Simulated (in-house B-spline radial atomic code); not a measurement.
**Se⁷⁺: ionisation energy by several methods**

The task here is to estimate one member of a computed series from the others.

Method: Dirac-Coulomb, several functionals; spherical all-electron atom at the radial basis limit. Code: in-house B-spline radial atomic code version 1.

### The system

- element: selenium (Z = 34)
- charge: +7
- electrons: 27
- configuration: [Ar] 3d9
- nucleus: Fermi, rms radius 4.140 fm

Outer shells as boxes (Hund's rule):

[Ar] 3d9
```
[Ar] core
3d [↑↓][↑↓][↑↓][↑↓][↑ ]
```

The boxes only draw the filling; these runs are spin-restricted and spherical.

Set-up of the first run:

The run's settings:

```ini
Z = 34
electrons = 27.0
configuration = [Ar] 3d9
hamiltonian = dirac
method = lda_x_rel,vwn
spin_polarised = False
nucleus = fermi
rms_radius = 4.14
mass_number = 80
atomic_mass = 79.916521761
speed_of_light = 137.035999084
```

Among the steps run: relativistic LDA; PBE, a GGA; LDA (VWN5); exchange-only LDA; PW91, a GGA; BP86, a GGA.

One table of the session follows, with a row left open; its other results are not shown here.

| method | ΔSCF (eV) |
| --- | --- |
| relativistic LDA | 188.92 |
| LDA (VWN5) | 188.92 |
| exchange-only LDA | 186.66 |
| PBE | 188.61 |
| PW91 | ? |
| BP86 | 188.68 |

Q: Estimate the row for PW91 from the others.

**Answer.** ΔSCF (eV): 188.79. In the column «ΔSCF (eV)» it lies between BP86 (188.68) and relativistic LDA (188.92).

Open shells are averaged (over orientations, and over spins where the run is restricted), while tables refer to the lowest levels. For the semilocal functionals minus the highest level recovers only 91 % of their own ΔSCF value, a mark of self-interaction.

Members of this set that are not shown: 8 used exact exchange with fractional occupations of an open shell, which is unsound here.
